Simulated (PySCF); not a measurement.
**SbF+: from the state search to spectroscopic constants**

An exercise on one series of results from a longer session: the logs are not shown, and one member is left open.

Program: PySCF 2.14.0. Level of theory: Sb x2c-SVPall, F x2c-SVPall, spin-free X2C with a Gaussian nucleus. These are calculated values, not measurements.

Set-up of the first run:

A driver script around PySCF takes these settings:

- atoms: Sb, F
- charge: 1
- basis: Sb x2c-SVPall, F x2c-SVPall
- Hamiltonian: spin-free X2C with a Gaussian nucleus
- basis functions: 50
- electrons treated: 59
- masses in u: 120.9038, 18.9984
- levels: PBE0, PBE, r²SCAN, TPSS, r²SCAN0, B2PLYP, HSE06, HF, MP2, SCS-MP2, CCSD, CCSD(T)
- grid: 80 radial by 434 angular points
- occupations: held fixed by the projection of orbital angular momentum
- dissociation limit: Sb+ + F, each in its ground configuration
- starting distance in angstrom: 2.080
- values of 2S to try: 1, 3

Started as:

```console
$ OMP_NUM_THREADS=1 python dia.py task.json out
```

Among the steps run: Set-up; First curve: PBE0; Excited determinants; PBE (GGA); r²SCAN; TPSS; r²SCAN0 (hybrid meta-GGA); B2PLYP (double hybrid); HSE06 (range-separated hybrid); UHF; MP2 and coupled cluster.

One of the session's tables, all rows but one given; the rest of the session is left out.

| level | Re (Å) | ωe (cm⁻¹) | De (eV) |
| --- | --- | --- | --- |
| UHF | 1.860 | 765 | 1.85 |
| UHF-MP2 | 1.883 | 729 | 3.85 |
| UHF-SCS-MP2 | 1.884 | 724 | 3.69 |
| UHF-CCSD | ? | ? | ? |
| UHF-CCSD(T) | 1.889 | 710 | 3.58 |
| PBE | 1.904 | 684 | 4.67 |
| TPSS | 1.898 | 694 | 4.47 |
| r²SCAN | 1.886 | 712 | 4.26 |
| PBE0 | 1.880 | 725 | 4.05 |
| r²SCAN0 | 1.870 | 740 | 3.79 |
| HSE06 | 1.881 | 724 | 4.09 |
| B2PLYP | 1.888 | 712 | 4.04 |

Q: Estimate the row for UHF-CCSD from the others.

The run gave: Re (Å): 1.883; ωe (cm⁻¹): 726; De (eV): 3.44.
